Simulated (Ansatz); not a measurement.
# SnH₄− (doublet): from Hartree-Fock to the top rungs at a displaced geometry (v1), def2-SVPD

How much of the correlation energy of SnH₄− (doublet) does each wave-function method recover here?

Computed with Ansatz 0.2.0, Gaussian basis. Level: def2-SVPD, core rule «outside noble gas», up to 9 orbitals frozen.

To be run: UHF; CCSD(T) on ROHF; CCSD(T) on UHF; BCCD(T) on ROHF; CISD as a restricted active space (open shells left free, so some higher excitations enter); CCSDT(Q) on ROHF; CCSDT(Q) on UHF.

34 further runs of the same task are left out: 10 for a known fault of the program, 9 that didn't finish, 15 set aside as unsound or not needed. Runs told in other sessions of the task aren't counted.

## Step 1: The system

The geometry is a PBE0/def2-TZVPD stationary point (not a proven minimum) with its atoms shifted at random (size 0.040 Å). No spin-orbit coupling is included. Elements past krypton take def2 core potentials.

5 atoms, charge -1, spin multiplicity 2.

Atoms are counted from 1 here; the program's logs count them from 0.

Bond lengths: Sn1–H2 1.739 Å, Sn1–H3 1.672 Å, Sn1–H4 1.791 Å, Sn1–H5 1.749 Å. Angles: H2–Sn1–H3 109.8°, H2–Sn1–H4 111.3°, H2–Sn1–H5 112.8°, H3–Sn1–H4 108.0°, H3–Sn1–H5 108.8°, H4–Sn1–H5 105.9°.

## Step 2: UHF

Contents of in.yaml:

```yaml
crystal:
  periodic: [false, false, false]
  atoms:
    - {symbol: Sn, position_ang: [0.000882, -0.000032, 0.001350]}
    - {symbol: H, position_ang: [1.011951, 0.999527, 1.003094]}
    - {symbol: H, position_ang: [-0.966789, -0.968467, 0.961682]}
    - {symbol: H, position_ang: [-1.066964, 0.991619, -1.039613]}
    - {symbol: H, position_ang: [0.917951, -1.018898, -1.084103]}
basis:
  gaussian: {orbitals: def2-SVPD}
total_charge: -1
magnetization: {spin_polarized: true, initial_magnetization: 1}
hamiltonian: {xc: hf}
output: {orbitals: {seedname: orbitals}}
```

Started as:

```console
> ansatz run in.yaml --threads 1 --pin off --events-out ev --progress --plain --max-ram 2393MiB
```

The runs that follow: CCSD(T) on ROHF; CCSD(T) on UHF; BCCD(T) on ROHF; CISD as a restricted active space (open shells left free, so some higher excitations enter); CCSDT(Q) on ROHF; CCSDT(Q) on UHF.

**Question.** What will the summary of the whole plan be? Wanted: UCCSDT(Q) from the RHF energy; RMP2 from UCCSDT(Q); UMP2 from UCCSDT(Q); RCCSD from UCCSDT(Q); RCCSD(T) from UCCSDT(Q); UCCSD(T) from UCCSDT(Q); RCCSDT(Q) from UCCSDT(Q); T1 diagnostic.

The runs gave:

```
                         quantity                                                   value
    UCCSDT(Q) from the ROHF energy                                              -4.2893 eV
              RMP2 from UCCSDT(Q)                                             +1005.9 meV
              UMP2 from UCCSDT(Q)                                             +1003.5 meV
             RCCSD from UCCSDT(Q)                                              +132.5 meV
          RCCSD(T) from UCCSDT(Q)                                               +28.3 meV
          UCCSD(T) from UCCSDT(Q)                                               +28.1 meV
         RCCSDT(Q) from UCCSDT(Q)                                                +0.4 meV
levels within 1 kcal/mol (43 meV)  RCCSD(T), UCCSD(T), BCCD(T), RCCSDT, UCCSDT, RCCSDT(Q)
                    T1 diagnostic                                                   0.024
```

In words: RCCSD(T) misses by +28.3 meV, 0.7 % of the correlation energy. These misses are within one basis, not against nature; the frozen cores of restricted and unrestricted runs differ, which can shift their rows. The highest orbital lies above zero: the basis alone holds the extra electron.
